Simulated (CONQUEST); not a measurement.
# CuAu in CONQUEST: reference runs

Reference runs on CuAu: the cell as given.

Program: CONQUEST 1.3. These are calculated values, not measurements. Logs are shortened: lines on timing, memory, paths and dates and some standing lists are left out, and cuts for length are marked.

### Step 1. The cell of the first run

The cell holds a slab with vacuum, 6 atoms: a = 2.800 Å, b = 2.800 Å, c = 24.175 Å, α = 90.00°, β = 90.00°, γ = 90.00°.

### Step 2. Single point, PBE (the (0 0 1) slab of CuAu, cut from the database cell, not relaxed)

The input, Conquest_input:

```
IO.Title CuAu
IO.Coordinates coords.dat
IO.FractionalAtomicCoords T
IO.Iprint 2
IO.Iprint_init 1
General.NumberOfSpecies 2
General.PseudopotentialType hamann
AtomMove.TypeOfRun static
AtomMove.FullStress T
Grid.GridCutoff 150
DM.SolutionMethod diagon
Diag.MPMesh T
Diag.GammaCentred T
Diag.MPMeshX 9
Diag.MPMeshY 9
Diag.MPMeshZ 1
Diag.kT 0.00183747
minE.SCTolerance 1e-6
SC.MaxIters 100
IO.AtomChargeOutput T
SC.KerkerPreCondition T
SC.KerkerFactor 0.3
SC.LinearMixingFactor 0.3
IO.DumpChargeDensity T
IO.DumpESPot T
%block ChemicalSpeciesLabel
1 63.550 Cu
2 196.970 Au
%endblock
```

The input, coords.dat:

```
    5.2912331490     0.0000000000     0.0000000000
    0.0000000000     5.2912331490     0.0000000000
    0.0000000000     0.0000000000    45.6841290628
6
  0.5000000000   0.5000000000   0.6897621510 1 T T T
  0.0000000000   0.0000000000   0.6138572910 2 T T T
  0.5000000000   0.5000000000   0.5379524300 1 T T T
  0.0000000000   0.0000000000   0.4620475700 2 T T T
  0.5000000000   0.5000000000   0.3861427090 1 T T T
  0.0000000000   0.0000000000   0.3102378490 2 T T T
```

Potentials or basis: PseudoDojo NC PBE, DZP, grid cutoff 150 Ha.

On the command line:

```bash
$ OMP_NUM_THREADS=1 Conquest
```

The log of the run:

```text
Simulation cell dimensions:     5.2912 a0 x     5.2912 a0 x    45.6841 a0

      Atomic coordinates (a0)
         Atom         X         Y         Z  Species
            1    2.6456    2.6456   31.5112        1
            2    0.0000    0.0000   28.0435        2
            3    2.6456    2.6456   24.5759        1
            4    0.0000    0.0000   21.1082        2
            5    2.6456    2.6456   17.6406        1
            6    0.0000    0.0000   14.1729        2

         Monkhorst-Pack mesh:   9 x   9 x   1 gamma-centred
        This calculation includes non-local pseudopotentials,
         with a maximum core radius of      7.11619042

    Job title: CuAu
    Job to be run: static calculation

[... 5 lines left out ...]
      Using Fermi-Dirac smearing

    Integration grid size:     32 x   32 x  256

    Integration grid spacing:  0.165 a0 x 0.165 a0 x 0.178 a0

    Number of species:  2
    --------------------------------------------------------
    |   #  mass (au)  Charge (e)  SF Rad (a0)  NSF  Label  |
    --------------------------------------------------------
    |   1     63.550      19.000        7.317   19  Cu     |
    |   2    196.970      19.000        7.317   19  Au     |
    --------------------------------------------------------
          SCF tolerance:                 0.00000100
          SCF iterations:               100

    The functional used will be GGA PBE96

           radial cut-off to be used is taken to be max PAO cut-off radius for this species:    7.116190

           greatest ang. mom. for making density from PAOs:  2

           radial cut-off to be used is taken to be max PAO cut-off radius for this species:    7.115108

           greatest ang. mom. for making density from PAOs:  2
    Minimum blocs/proc is     4096. Maximum blocs/proc is     4096
    set_atom_dens: In set_atomic_density, electrons :     114.000000000000
 matrix_size & matrix_size_padH =          114         114

    Screened ion int: energy:    -842.358030903836 Ha

    new_SC_potl: Starting.  Tolerance:  0.10000E-05

    PulayMixSC: Starting Pulay mixing, A_up =  0.300 A_dn =  0.300
    PulayMixSC: Spin non-polarised calculation.
    PulayMixSC: with Kerker preconditioning, q0 =  0.300
          Harris-Foulkes Energy            :     -1013.455792637473451 Ha
          GroundState Energy (E-(1/2)TS)   :     -1013.456153284301649 Ha
          Free Energy (E-TS)               :     -1013.456513931129734 Ha
          DFT Total Energy                 :     -1013.043519837129793 Ha
          Total number of electrons        :       113.999999999999162
    PulayMixSC: Pulay iteration     1 residual:              0.28885E-02
          Harris-Foulkes Energy            :     -1013.384850804499706 Ha
          GroundState Energy (E-(1/2)TS)   :     -1013.385205983325136 Ha
          Free Energy (E-TS)               :     -1013.385561162150680 Ha
          DFT Total Energy                 :     -1013.241544876898729 Ha
          Total number of electrons        :       114.000023542265467
    PulayMixSC: Pulay iteration     2 residual:              0.16339E-02
          Harris-Foulkes Energy            :     -1013.344874812197645 Ha
          GroundState Energy (E-(1/2)TS)   :     -1013.345278839100502 Ha
          Free Energy (E-TS)               :     -1013.345682866003358 Ha
          DFT Total Energy                 :     -1013.314578324741888 Ha
          Total number of electrons        :       114.000053943120733
[... 33 lines left out ...]
          Free Energy (E-TS)               :     -1013.334972461194411 Ha
          DFT Total Energy                 :     -1013.333500622293968 Ha
          Total number of electrons        :       114.000072254756617
    PulayMixSC: Pulay iteration     9 residual:              0.17571E-04
          Harris-Foulkes Energy            :     -1013.334298582965175 Ha
          GroundState Energy (E-(1/2)TS)   :     -1013.334638991657698 Ha
          Free Energy (E-TS)               :     -1013.334979400350221 Ha
          DFT Total Energy                 :     -1013.333642403025124 Ha
          Total number of electrons        :       114.000071700380005
    PulayMixSC: Pulay iteration    10 residual:              0.14453E-04
          Harris-Foulkes Energy            :     -1013.334304329074826 Ha
          GroundState Energy (E-(1/2)TS)   :     -1013.334645083437181 Ha
          Free Energy (E-TS)               :     -1013.334985837799422 Ha
          DFT Total Energy                 :     -1013.333824703255686 Ha
          Total number of electrons        :       114.000076108015293
[... 43 further cycles ...]
    PulayMixSC: Pulay iteration    54 residual:              0.12375E-05
          Harris-Foulkes Energy            :     -1013.334277151020729 Ha
          GroundState Energy (E-(1/2)TS)   :     -1013.334619883318510 Ha
          Free Energy (E-TS)               :     -1013.334962615616405 Ha
          DFT Total Energy                 :     -1013.334268311657752 Ha
          Total number of electrons        :       114.000074238255380
    PulayMixSC: Pulay iteration    55 residual:              0.12069E-05
          Harris-Foulkes Energy            :     -1013.334277131674753 Ha
          GroundState Energy (E-(1/2)TS)   :     -1013.334619859300460 Ha
          Free Energy (E-TS)               :     -1013.334962586926167 Ha
          DFT Total Energy                 :     -1013.334268636760498 Ha
          Total number of electrons        :       114.000071864477192
    PulayMixSC: Pulay iteration    56 residual:              0.11818E-05
          Harris-Foulkes Energy            :     -1013.334277093256105 Ha
          GroundState Energy (E-(1/2)TS)   :     -1013.334619807832269 Ha
          Free Energy (E-TS)               :     -1013.334962522408432 Ha
          DFT Total Energy                 :     -1013.334268869783500 Ha
[... 23 lines left out ...]
          DFT Total Energy                 :     -1013.334268834661316 Ha
          Total number of electrons        :       114.000073394353436
    PulayMixSC: Pulay iteration    61 residual:              0.10342E-05
          Harris-Foulkes Energy            :     -1013.334276140189559 Ha
          GroundState Energy (E-(1/2)TS)   :     -1013.334618774322053 Ha
          Free Energy (E-TS)               :     -1013.334961408454433 Ha
          DFT Total Energy                 :     -1013.334269204237444 Ha
          Total number of electrons        :       114.000073315731854
    PulayMixSC: Pulay iteration    62 residual:              0.10132E-05
          Harris-Foulkes Energy            :     -1013.334275484712862 Ha
          GroundState Energy (E-(1/2)TS)   :     -1013.334618133860658 Ha
          Free Energy (E-TS)               :     -1013.334960783008455 Ha
          DFT Total Energy                 :     -1013.334269044681832 Ha
          Total number of electrons        :       114.000072776600675
    PulayMixSC: Pulay iteration    63 residual:              0.98172E-06
    PulayMixSC: Reached SCF tolerance of  0.98172E-06 after     63 iterations
      | Number of electrons      =       114.000073
      |* band energy as 2Tr[K.H] =      -159.430025335295852 Ha
      |  screened ion-ion energy =      -842.358030903836038 Ha
      |  Ha correction           =         8.162846051525946 Ha
      |  XC correction           =       -19.709100642420580 Ha
      | GS Energy as E-(1/2)TS   =     -1013.334618133860658 Ha
      | Free Energy as E-TS      =     -1013.334960783008455 Ha
      |* Harris-Foulkes energy   =     -1013.334275484712862 Ha
      |* DFT total energy        =     -1013.334269044681832 Ha
      |  estimated accuracy      =        -0.000006440031029 Ha

    force: Forces on atoms (Ha/a0)
    force:  Atom   X              Y              Z
    force:     1   0.0000000000   0.0000000000   0.0014910046
    force:     2   0.0000000000   0.0000000000   0.0048397036
    force:     3   0.0000000000   0.0000000000  -0.0006626577
    force:     4   0.0000000000   0.0000000000   0.0001756576
    force:     5   0.0000000000   0.0000000000  -0.0050453967
    force:     6   0.0000000000   0.0000000000  -0.0026231411

    force: Maximum force :        0.00504540(Ha/a0) on atom         5 in z direction
    force: Force Residual:        0.00312124 Ha/a0
    force: Total stress:         -1.71316254     0.00000000     0.00000000 GPa
                             0.00000000    -1.71316254    -0.00000000
                             0.00000000    -0.00000000    -1.90389454
    force: Average pressure:      1.77673987 GPa

    force: Finished force
    get_E_and_F: Change in energy during last step of electronic optimisation:  0.65548E-06

    BIBLIOGRAPHY: Please consider citing the following references in the conquest.bib file

    CONQUEST:         Bowler2002pt, Miyazaki2004, Nakata2020
    Basis:            Bowler2019
    DM:               Bowler:2006xr
    Pseudopotentials: Hamann2013, Bowler2019
    XC functional:    Perdew1996
```

It took 7.7 min on 1 thread of AMD EPYC 7B13 (Zen 3), shared host; peak memory 1.5 GiB.

What came out:

```
Band gap on the k mesh : none (metal or under the smearing width)
```

Caveat: the basis of atomic orbitals isn't converged, which shifts pressures, moduli and gaps.
